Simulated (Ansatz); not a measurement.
# SbC2: the cost of one run

Computed with Ansatz 0.2.0 (DFT PBE, scalar-relativistic, plane waves, PAW, unless a step's input says otherwise).

## 1. The starting structure

Symmetry: Fm-3m, No. 225, cubic system. The conventional cell has a = 5.522 Å, b = 5.522 Å, c = 5.522 Å, α = 90.00°, β = 90.00°, γ = 90.00°. Sb (site symmetry m-3m) has 8 C at 2.39 Å as nearest neighbours. Around C (site symmetry -43m) lie 4 Sb at 2.39 Å.

Coordinates:

```cif
data_structure
_symmetry_space_group_name_H-M 'Fm-3m'
_symmetry_Int_Tables_number 225
_cell_length_a 5.5222
_cell_length_b 5.5222
_cell_length_c 5.5222
_cell_angle_alpha 90.000
_cell_angle_beta 90.000
_cell_angle_gamma 90.000
_cell_volume 168.40
loop_
_atom_site_label
_atom_site_type_symbol
_atom_site_symmetry_multiplicity
_atom_site_Wyckoff_symbol
_atom_site_fract_x
_atom_site_fract_y
_atom_site_fract_z
_atom_site_occupancy
Sb1 Sb 4 a 0.00000 0.00000 0.00000 1
C1 C 8 c 0.25000 0.75000 0.75000 1
```

This is candidate A: fluorite type (Fm-3m, No. 225).

(A quick probe on a coarse mesh, which set the mesh and smearing, is not shown.)

## 3. The relaxation (candidate A)

File input.yaml:

```yaml
crystal:
  lattice:
    - [0.0, 2.7610917431, 2.7610917431]
    - [2.7610917431, 0.0, 2.7610917431]
    - [2.7610917431, 2.7610917431, 0.0]
  atoms:
    - { symbol: Sb, position: [0.0, 0.0, 0.0] }
    - { symbol: C, position: [0.25, 0.25, 0.25] }
    - { symbol: C, position: [0.75, 0.75, 0.75] }
basis:
  ecutwfc: 420
kpoints:
  mp_grid: { grid: [14, 14, 14] }
hamiltonian:
  xc: pbe
scf:
  occupations: { method: gaussian, width: 0.1 }
output:
  forces: true
  stress: true
  eigenvalues: true
relax:
  adjacent_minimum: "off"
  f_tol: 0.01
  max_steps: 80
  cell: { stress_tol: 0.05 }
```

Command:

```console
> ansatz run input.yaml --threads 1 --pin off --max-ram 2560MiB --backend cpu --events-out ev --progress --plain --runs-dir out
```

Q: Estimate wall time and peak memory on 1 thread of Arm Neoverse V2, shared host.

About 16 s, with a peak of 0.36 GiB.
